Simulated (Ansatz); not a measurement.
# CSe: up Jacob's ladder to CCSD(T)

Aim: compute CSe with functionals from several rungs and with coupled cluster, and see how far each lands from CCSD(T) at the basis-set limit for the atomisation energy.

Computed with Ansatz 0.2.0, Gaussian basis. Level: functionals in def2-TZVPP, the program's frozen cores in correlated methods.

Levels to be run: LDA (SPW92), PBE-D4, revPBE-D4, BLYP-D4, r2SCAN-D4, B97M-V, PBE0-D4, B3LYP-D4, r2SCANh-D4, r2SCAN0-D4, HSE06-D4, BHLYP-D4, CAM-B3LYP-D4, LC-ωPBE, ωB97X-V, ωB97M-V, B2PLYP, PBE-QIDH; CCSD(T)/def2-SVP; CCSD(T)/def2-TZVPP; CCSD(T)/def2-QZVPP; extrapolation to the limit; RPA on PBE.

**1. The geometry**

All runs share one geometry, relaxed beforehand with PBE0-D4 in a triple-zeta def2 set.

2 atoms, charge 0, spin multiplicity 1.

Atoms are counted from 1 here; the program's logs count them from 0.

Bond lengths: C1–Se2 1.671 Å.

**2. LDA**

This LDA is Slater exchange with PW92 correlation.

The input, in.yaml:

```yaml
crystal:
  periodic: [false, false, false]
  atoms:
    - {symbol: C, position_ang: [-0.000000, -0.000000, -0.008551]}
    - {symbol: Se, position_ang: [0.000000, 0.000000, 1.662811]}
basis:
  gaussian: {orbitals: def2-TZVPP}
hamiltonian: {xc: lda}
output: {orbitals: {seedname: orbitals}}
```

The run is started by

```bash
ansatz run in.yaml --threads 2 --pin off --events-out ev --progress --plain --max-ram 32768MiB --backend cpu
```

Further steps of the session: PBE-D4 (GGA); revPBE-D4 (GGA); BLYP-D4 (GGA); r2SCAN-D4 (meta-GGA); B97M-V (meta-GGA); B3LYP-D4 (hybrid); r2SCANh-D4 (hybrid); r2SCAN0-D4 (hybrid); HSE06-D4 (hybrid); BHLYP-D4 (hybrid); CAM-B3LYP-D4 (range-separated); LC-ωPBE (range-separated); ωB97X-V (range-separated); ωB97M-V (range-separated); B2PLYP (double hybrid); PBE-QIDH (double hybrid); CCSD(T) in def2-SVP; CCSD(T) in def2-TZVPP; CCSD(T) in def2-QZVPP; RPA on PBE orbitals.

**Question.** What will the summary of the whole plan be? Wanted: atomisation energy, CCSD(T)/CBS; farthest beyond LDA; mean size of error, GGA; mean size of error, meta-GGA; mean size of error, hybrid; mean size of error, range-separated; mean size of error, double hybrid; gap, smallest and largest; T1 diagnostic.

As calculated:

| quantity | value |
| --- | --- |
| atomisation energy, CCSD(T)/CBS | 146.1 kcal/mol |
| functionals within 1.5 kcal/mol (1.0 %) | none; nearest revPBE-D4 (+1.5 kcal/mol) |
| farthest beyond LDA | BHLYP-D4 (-22.0 kcal/mol) |
| mean size of error, GGA | 3.7 kcal/mol |
| mean size of error, meta-GGA | 4.4 kcal/mol |
| mean size of error, hybrid | 10.4 kcal/mol |
| mean size of error, range-separated | 10.4 kcal/mol |
| mean size of error, double hybrid | 5.5 kcal/mol |
| gap, smallest and largest | 3.52 eV (LDA (SPW92)), 11.20 eV (LC-ωPBE) |
| T1 diagnostic | 0.0220 |
| triples share of the correlation energy | 5.6 % |

What this shows: The LDA atomisation energy is off by 29.4 kcal/mol (20 %): it overbinds. PBE-D4 is off by +7.7 kcal/mol. Double hybrids carry the basis error of their MP2 part in triple zeta, and no dispersion term here, so their miss is partly the set-up's. Taken by rung, GGA functionals do best (3.7 kcal/mol on average) and hybrid ones worst beyond LDA (10.4 kcal/mol). The gap between the best rungs is small, so their order is not settled. The mean of the hybrids holds BHLYP, with half exact exchange. RPA and LDA stand outside this count. The reference freezes the cores and leaves out relativity and excitations past (T), and its outer-core shells are covered unevenly, so misses under about 1.5 kcal/mol can't be ranked. All levels share the lack of spin-orbit coupling, which lowers the free heavy atoms and so the true binding. Hartree-Fock recovers 46 % of the binding; the rest is correlation. CCSD(T) in def2-SVP is off by -13.1 kcal/mol, worse than the median functional, from the basis alone. Orbital gaps span 3.5 to 11.2 eV; exact exchange widens them. T1 = 0.022 passes the customary mark of 0.02 by a little. The restricted reference is unstable towards a spin-broken one. Correlated methods include outer-core shells of Se, which these sets cover unevenly.
